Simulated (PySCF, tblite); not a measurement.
# C5H7NO: geometry, infrared bands and NMR shifts

What infrared bands and NMR shifts should C5H7NO (`CC(=O)CCC#N`) show?

Computed with tblite 0.8.0 and PySCF 2.14.0, with density-fitted response routines of our own, on a single molecule in the gas phase. Atoms are numbered from 0 throughout.

**1. The molecule as given**

14 atoms, charge 0, multiplicity 1; geometry from: force field or distance geometry start.

Bonds of the start (Å): C0–C1 1.49, C1–O2 1.23, C1–C3 1.52, C3–C4 1.53, C4–C5 1.46, C5–N6 1.17, C0–H7 1.10, C0–H8 1.10, C0–H9 1.09, C3–H10 1.10, C3–H11 1.08, C4–H12 1.10, C4–H13 1.10.

**2. Geometry optimisation with GFN2-xTB**

The job: settings as JSON, then the geometry in Å.

```
{"job": {"kind": "relax", "xc": "GFN2-xTB", "basis": "xTB"}, "charge": 0, "multiplicity": 1}
C     -2.198900     0.448400     0.233000
C     -1.016300    -0.390200    -0.125200
O     -1.120500    -1.592000    -0.383500
C      0.330600     0.310200    -0.121700
C      1.456700    -0.657500    -0.473400
C      2.743700     0.040200    -0.475000
N      3.760700     0.612300    -0.464000
H     -2.084100     0.856800     1.247900
H     -3.109000    -0.162500     0.199900
H     -2.306800     1.265500    -0.483000
H      0.494200     0.718700     0.885100
H      0.283000     1.128300    -0.827700
H      1.482600    -1.491800     0.236500
H      1.283400    -1.086800    -1.476100
```

Started as:

```bash
> OMP_NUM_THREADS=1 python probes_run.py task.json out
```

One launch serves the whole session: the jobs run in the order shown.

**Question.** This job is followed by: GFN2-xTB harmonic vibrations, gas phase; GIAO PBE0/pcSseg-1 NMR shielding, non-relativistic, gas phase. Predict these results of the whole session: strongest single infrared mode (GFN2-xTB); zero-point energy (GFN2-xTB); 13C shifts against TMS (PBE0/pcSseg-1); 1H shifts against TMS (PBE0/pcSseg-1, means over atoms taken as alike); 17O shifts against H2O (PBE0/pcSseg-1); 15N shifts against NH3 (PBE0/pcSseg-1).

The runs gave:

| quantity | value |
| --- | --- |
| strongest single infrared mode (GFN2-xTB) | 1781 cm⁻¹, 312 km/mol |
| zero-point energy (GFN2-xTB) | 68.4 kcal/mol |
| 13C shifts against TMS (PBE0/pcSseg-1) | 209.5, 124.0, 43.5, 31.6, 12.0 ppm |
| 1H shifts against TMS (PBE0/pcSseg-1, means over atoms taken as alike) | 2.68, 2.37, 2.25 ppm |
| 17O shifts against H2O (PBE0/pcSseg-1) | 669.4 ppm |
| 15N shifts against NH3 (PBE0/pcSseg-1) | 300.5 ppm |

In words: Relaxing lowered the energy by 0.101 eV in 28 steps; the close pair that moved most is C1–O2, from 1.234 to 1.203 Å. The lowest mode is imaginary (48i cm⁻¹), so the xTB geometry is not a minimum. The strongest single mode, at 1781 cm⁻¹, moves mainly C1 and O2. Unscaled tight-binding wavenumbers are off by several per cent, some by more. Its intensities can rank the bands wrongly. The most deshielded carbon is C1 (ketone carbonyl carbon), at 209.5 ppm: the double bond to the heteroatom, with no lone-pair donor beside it, deshields it most. H10, H11 (mean) (hydrogen on an sp3 CH2 α to a carbonyl) lies farthest downfield among hydrogen, at 2.68 ppm; α to C=O. At PBE0/pcSseg-1: Shielding is most anisotropic at O2 (span 1281 ppm, paramagnetic term -734 ppm).
